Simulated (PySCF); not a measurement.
# C4H6GeN2S2 (Ge(NCS)2Me2): the cost of one run

Computed with PySCF 2.14.0 and routines of our own; the level stands in each step. Atoms count from 0.

## 1. The system as given

15 atoms, charge 0, multiplicity 1; geometry from: GFN2-xTB.

## 2. Magnetic properties: GIAO PBE/def2-SVP

What the job is given:

```
{"job": {"kind": "mag", "xc": "PBE", "basis": "def2-SVP"}, "charge": 0, "multiplicity": 1}
Ge    -0.144800     0.000530    -0.104660
N     -0.028380     0.016890     1.698320
C     -0.020770     0.005100     2.890680
S     -0.015020    -0.005210     4.443120
N      1.593100    -0.017680    -0.596320
C      2.725860    -0.006660    -0.968480
S      4.197100     0.000910    -1.463450
C     -0.915520     1.729380    -0.677270
H     -0.825220     1.841360    -1.754260
H     -0.386960     2.548000    -0.194350
H     -1.966350     1.783560    -0.406720
C     -0.941210    -1.727790    -0.641760
H     -1.936250    -1.829630    -0.217970
H     -0.322430    -2.546980    -0.283200
H     -1.013130    -1.791770    -1.723680
```

With the program's defaults for keys left out, this is: GIAO PBE/def2-SVP magnetisability, rotational g tensor and spin-rotation constants, non-relativistic, gas phase.

On the command line:

```bash
$ OMP_NUM_THREADS=1 python excited_run.py task.json out
```

This one command runs all jobs of the session in turn.

Q: Estimate the wall time and peak memory of this first job on 1 thread of Arm Neoverse V1, shared host.

About 51 s, with a peak of 0.7 GiB.
